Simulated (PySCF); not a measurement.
# From one method to the next for GeF⁻ (triplet)

Aim: see what other levels and later steps give for GeF⁻ (triplet).

Program: PySCF 2.14.0. Level of theory: method and basis as typed in the scripts. These are calculated values, not measurements.

2 further runs of the same task are left out: 2 that didn't finish.

### 1 The system as given

GeF⁻ (triplet): 2 atoms, charge -1, spin multiplicity 3.

Bond lengths: Ge1–F2 1.875 Å.

### 2 The base run

File input.py:

```python
from pyscf import gto, scf, mp

mol = gto.M(
    atom='Ge 0 0 0; F 0 0 1.875',
    basis='cc-pvdz',
    charge=-1,
    spin=2,
    verbose=4,
)
mf = scf.UHF(mol)
mf.kernel()
mp.MP2(mf, frozen=10).kernel()
mf.dip_moment()
print('orbital energies (hartree):', [e[max(0, n-3):n+3].round(4) for e, n in zip(mf.mo_energy, mol.nelec)])
```

Launch:

```
OMP_NUM_THREADS=1 python input.py
```

### 3 Pbesol (UKS)

Edit 1 changes functional: none (Hartree–Fock) → pbesol; SCF type: UHF → UKS; step after the SCF: mp2 → analyze.

File input.py:

```python
from pyscf import gto, dft

mol = gto.M(
    atom='Ge 0 0 0; F 0 0 1.875',
    basis='cc-pvdz',
    charge=-1,
    spin=2,
    verbose=4,
)
mf = dft.UKS(mol, xc='pbesol')
mf.kernel()
mf.analyze()
print('orbital energies (hartree):', [e[max(0, n-3):n+3].round(4) for e, n in zip(mf.mo_energy, mol.nelec)])
```

### 4 Population analysis

Edit 2 changes step after the SCF: mp2 → analyze.

File input.py:

```python
from pyscf import gto, scf

mol = gto.M(
    atom='Ge 0 0 0; F 0 0 1.875',
    basis='cc-pvdz',
    charge=-1,
    spin=2,
    verbose=4,
)
mf = scf.UHF(mol)
mf.kernel()
mf.analyze()
print('orbital energies (hartree):', [e[max(0, n-3):n+3].round(4) for e, n in zip(mf.mo_energy, mol.nelec)])
```

### 5 RHF

Edit 3 changes SCF type: UHF → RHF.

File input.py:

```python
from pyscf import gto, scf, mp

mol = gto.M(
    atom='Ge 0 0 0; F 0 0 1.875',
    basis='cc-pvdz',
    charge=-1,
    spin=2,
    verbose=4,
)
mf = scf.RHF(mol)
mf.kernel()
mp.MP2(mf, frozen=10).kernel()
mf.dip_moment()
print('orbital energies (hartree):', mf.mo_energy[..., max(0, mol.nelec[1]-3):mol.nelec[0]+3].round(4))
```

### 6 M06l (UKS)

Edit 4 changes functional: none (Hartree–Fock) → m06l; SCF type: UHF → UKS; step after the SCF: mp2 → analyze.

File input.py:

```python
from pyscf import gto, dft

mol = gto.M(
    atom='Ge 0 0 0; F 0 0 1.875',
    basis='cc-pvdz',
    charge=-1,
    spin=2,
    verbose=4,
)
mf = dft.UKS(mol, xc='m06l')
mf.kernel()
mf.analyze()
print('orbital energies (hartree):', [e[max(0, n-3):n+3].round(4) for e, n in zip(mf.mo_energy, mol.nelec)])
```

Before running it: what results should come out? Wanted: for each run, E(SCF); from base; gap, α spin; after the SCF.

As calculated:

| run | E(SCF) (hartree) | from base (eV) | cycles | gap, α spin (eV) | after the SCF |
| --- | --- | --- | --- | --- | --- |
| base | -2174.789766 | 0 | 11 | 10.20 | MP2 correlation -7.143 eV, core frozen |
| pbesol (UKS) | -2174.625191 | not comparable | 10 | 2.57 | n/a |
| population analysis | -2174.789766 | 0.0000 | 11 | 10.20 | n/a |
| RHF | -2174.785367 | +0.1197 | 9 | n/a | MP2 correlation -7.221 eV, core frozen |
| m06l (UKS) | -2176.745376 | not comparable | 10 | 3.23 | n/a |

Total energies of different functionals can't be compared with each other; differences within one functional can. The dearest run is “m06l (UKS)”, at 5.9 s against 1.5 s.
